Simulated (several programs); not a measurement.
**Many methods on one cell: KMgF3 (cubic perovskite)**

KMgF3 built on the cubic perovskite prototype, relaxed with r2SCAN in Ansatz, was computed with several methods. It is cubic, Pm-3m (No. 221); conventional cell a = 3.980 Å, 12.61 Å³ an atom. K is surrounded by 12 F at 2.81 Å; Mg is surrounded by 6 F at 1.99 Å; F is surrounded by 2 Mg at 1.99 Å and 4 K at 2.81 Å. Calculated for a static, non-magnetic cell.

```cif
data_structure
_symmetry_space_group_name_H-M 'Pm-3m'
_symmetry_Int_Tables_number 221
_cell_length_a 3.9802
_cell_length_b 3.9802
_cell_length_c 3.9802
_cell_angle_alpha 90.000
_cell_angle_beta 90.000
_cell_angle_gamma 90.000
_cell_volume 63.06
loop_
_atom_site_label
_atom_site_type_symbol
_atom_site_symmetry_multiplicity
_atom_site_Wyckoff_symbol
_atom_site_fract_x
_atom_site_fract_y
_atom_site_fract_z
_atom_site_occupancy
K1 K 1 a 0.00000 0.00000 0.00000 1
Mg1 Mg 1 b 0.50000 0.50000 0.50000 1
F1 F 3 c 0.50000 0.50000 0.00000 1
```

Gaps and times are for a single point on this cell; volume and bulk modulus come from each method's own relaxation or energy curve at fixed shape. Times are rough, from shared hosts (Arm Neoverse V1; Arm Neoverse V2), and each method has its own mesh and cell size. Gaps from k meshes are read at a limited set of points (mesh, symmetry points, PBE's band edges), so each method's own least gap may be somewhat smaller. Minimal bases can be far off for gaps. Times of the plane-wave ladder aren't listed, since it ran on unlike processors and cards. GLLB-SC's gap includes the derivative discontinuity. d marks a direct gap, i an indirect one (no mark: not told apart), a dash a value that wasn't computed or didn't pass its checks.

| method | kind | gap (eV) | own volume (Å³/atom) | bulk modulus (GPa) | atoms computed | processor time |
| --- | --- | --- | --- | --- | --- | --- |
| PBEsol | semilocal | – | 12.72 | – | 5 | – |
| light PBE (260 eV and a coarse mesh) | light plane-wave | 7.36 i | – | – | 5 | 0.85 s |
| LDA | semilocal | 7.02 i | 11.94 | – | 5 | – |
| PBE | semilocal | 7.37 i | 13.32 | 66 | 5 | – |
| r2SCAN | semilocal | 8.30 i | 12.61 | 78 | 5 | – |
| GLLB-SC (GPAW) | model potential | 12.94 | – | – | 5 | 12 s |
| PBE/SZV (CP2K) | small basis | 4.93 i | – | – | 5 | 15 s |
| PBE/DZVP (CP2K) | small basis | 7.37 i | – | – | 5 | 27 s |
| LC-ωPBE | hybrid | 15.44 i | – | – | 5 | – |
| PBE0 | hybrid | 10.37 i | – | – | 5 | – |
| HSE06 | hybrid | 9.61 i | – | – | 5 | – |
| DDH-PBE0 | hybrid | 13.17 i | – | – | 5 | – |

Against HSE06 (9.61 eV) and with closed or daggered gaps left aside, the nearest gap at the points sampled is that of PBE0 (+0.76 eV) and the farthest that of LC-ωPBE (+5.83 eV). HSE06 is only a yardstick of convenience: for gaps this wide it usually falls short of measured ones, so a larger value can be the better one.

Volumes against r2SCAN's: PBEsol +0.9 %, LDA -5.3 %, PBE +5.7 %.
